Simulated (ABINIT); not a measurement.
The system is InAs.

```
CELL_PARAMETERS angstrom
0.00000 3.01800 3.01800
3.01800 0.00000 3.01800
3.01800 3.01800 0.00000
ATOMIC_POSITIONS crystal
In 0.00000 0.00000 0.00000
As 0.75000 0.75000 0.75000
```

* Program: ABINIT 10.8.3 (patched build)
* Task: relaxation of cell and atoms
* Functional: PBEsol
* Potentials or basis: PseudoDojo NC SR PBEsol v0.4.1 standard
* Cutoff: 1034 eV
* k mesh: 6 × 6 × 6
* Occupations: fermi-dirac, width 0.05 eV
* Spin: no spin polarisation

At the start: pressure 1.7 GPa; volume 27.49 Å³/atom.

Task: Where does the relaxation end?

Result: Over 5 steps the energy falls by 4.1 meV/atom and the volume is 28.28 Å³/atom (+2.9 %); space group F-43m (No. 216, to 0.05 Å).

The path:
| step | energy change (eV) | largest force (eV/Å) | pressure (GPa) | volume (Å³) |
| --- | --- | --- | --- | --- |
| 1 | 0.0000 | 0.0000 | 1.66 | 54.98 |
| 2 | -0.0026 | 0.0000 | 1.38 | 55.26 |
| 3 | -0.0081 | 0.0000 | -0.16 | 56.73 |
| 4 | -0.0082 | 0.0000 | -0.02 | 56.57 |
| 5 | -0.0082 | 0.0000 | 0.00 | 56.55 |

Final structure:
```
In As
1.0
     0.00000    3.04652    3.04652
     3.04652    0.00000    3.04652
     3.04652    3.04652    0.00000
In As
1 1
Cartesian
  0.0000 0.0000 0.0000
  4.5698 4.5698 4.5698
```
